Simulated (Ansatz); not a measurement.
# PtSe2 (monolayer): the cost of one run

Method: DFT LDA, scalar-relativistic, plane waves, PAW, in Ansatz 0.2.0.

## Step 1: Starting point

Symmetry: P-3m1, No. 164, trigonal system. Conventional cell: a = 3.730 Å, b = 3.730 Å, c = 20.000 Å, α = 90.00°, β = 90.00°, γ = 120.00°. Pt (site symmetry -3m) has 6 Se at 2.49 Å as nearest neighbours. Se (site symmetry 3m) has 3 Pt at 2.49 Å as nearest neighbours.

Structure file:

```cif
data_structure
_symmetry_space_group_name_H-M 'P-3m1'
_symmetry_Int_Tables_number 164
_cell_length_a 3.7300
_cell_length_b 3.7300
_cell_length_c 20.0000
_cell_angle_alpha 90.000
_cell_angle_beta 90.000
_cell_angle_gamma 120.000
_cell_volume 240.98
loop_
_atom_site_label
_atom_site_type_symbol
_atom_site_symmetry_multiplicity
_atom_site_Wyckoff_symbol
_atom_site_fract_x
_atom_site_fract_y
_atom_site_fract_z
_atom_site_occupancy
Pt1 Pt 1 b 0.00000 0.00000 0.50000 1
Se1 Se 2 d 0.33333 0.66667 0.56275 1
```

## Step 2: Relaxing the atoms: PtSe2 (monolayer), no spin

input.yaml reads:

```yaml
crystal:
  lattice:
    - [3.73, 0.0, 0.0]
    - [-1.865, 3.2302747561, 0.0]
    - [0.0, 0.0, 20.0]
  atoms:
    - { symbol: Pt, position: [0.0, 0.0, 0.5] }
    - { symbol: Se, position: [0.3333333333, 0.6666666667, 0.56275] }
    - { symbol: Se, position: [0.6666666667, 0.3333333333, 0.43725] }
scf:
  occupations: { method: fixed }
output:
  forces: true
  stress: true
  eigenvalues: true
  write_density: true
  write_potential: true
  elf: true
  volumetric_format: npy
hamiltonian:
  xc: lda
basis:
  ecutwfc: 460
kpoints:
  mp_grid: { grid: [12, 12, 1] }
relax:
  f_tol: 0.001
  max_steps: 40
```

Run with:

```sh
ansatz run input.yaml --threads 8 --pin off --max-ram 24576MiB --backend cpu --events-out ev --progress --plain --runs-dir out
```

Q: Estimate wall time and peak memory on 8 threads of Intel Xeon Platinum 8375C at 2.90GHz (Ice Lake), shared host.

About 4.4 s, with a peak of 0.84 GiB.
